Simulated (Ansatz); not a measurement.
This script makes an all-electron equation of state of CuS, space group Fm-3m with Ansatz 0.2.0, Python API.

The script, `run_eos_lapw.py`:
```python
"""E(V) of CuS on LAPW."""

import ansatz as az
from ase.eos import EquationOfState
from ase.units import GPa
import numpy as np

OCCUPATIONS = "methfessel_paxton"
FUNCTIONAL = "pbesol"
MESH = (10, 10, 10)

VECTORS = np.array([
    [0.0, 2.4399, 2.4399],
    [2.4399, 0.0, 2.4399],
    [2.4399, 2.4399, 0.0],
])
SITES = [
    ("Cu", (0.0, 0.0, 0.0)),
    ("S", (0.5, 0.5, 0.5)),
]


def make_crystal(cell):
    crystal = az.Crystal(lattice=az.Lattice.of(cell))
    for symbol, position in SITES:
        crystal = crystal.atom(symbol, position)
    return crystal


def main() -> None:
    volumes, energies = [], []
    for scale in np.linspace(0.92, 1.08, 5):
        cell = VECTORS * scale ** (1 / 3)
        calc = (
            make_crystal(cell).calculation()
            .occupations(OCCUPATIONS)
            .functional(FUNCTIONAL)
            .kpoints(*MESH)
            .pseudopotentials("all_electron", lapw=True)
        )
        rep = calc.run().report
        volumes.append(abs(np.linalg.det(cell)) / len(SITES))
        energies.append(rep["free_energy_ev"] / len(SITES))
        print(f"{scale:.3f} {volumes[-1]:9.4f} A^3/atom {energies[-1]:16.5f} eV/atom  (estimated basis error {1000 * rep['lapw_basis_errors']['total_ev_per_atom']:.2f} meV/atom)")
    v0, e0, bulk = EquationOfState(volumes, energies, eos="birchmurnaghan").fit()
    print(f"V0 = {v0:.4f} A^3/atom, B0 = {bulk / GPa:.1f} GPa")


if __name__ == "__main__":
    main()
```

From its runs, with one value withheld:

| V (Å³/atom) | F less the lowest row shown (meV/atom) |
| --- | --- |
| 13.363 | 6.82 |
| 13.944 | 0.00 |
| 14.525 | ? |
| 15.106 | 37.67 |
| 15.687 | 75.11 |

What is the missing energy at 14.525 Å³ an atom?

A third-order Birch-Murnaghan fit, E = E0 + (9 V0 B0 / 16) [(t - 1)³ B' + (t - 1)² (6 - 4t)] with t = (V0/V)^(2/3), through the 4 rows shown gives V0 = 13.847 Å³, B0 = 125.4 GPa, B' = 4.75 and E0 = -0.26 meV. At V = 14.525 Å³, t = 0.96863, and the fit interpolates to 11.60 meV. The run gave 11.60 meV, a miss of 0.00 meV.

Spin is left out of this run. For a metal this k-point mesh is coarse: on a finer one energies can move by several to tens of meV an atom and pressures by half a GPa or more, differences at one mesh by less. This cell is a computed structure, which may not be the phase found in nature. It ran for 58 s on 1 thread of Arm Neoverse V2, on a shared host, peak memory 0.43 GiB.
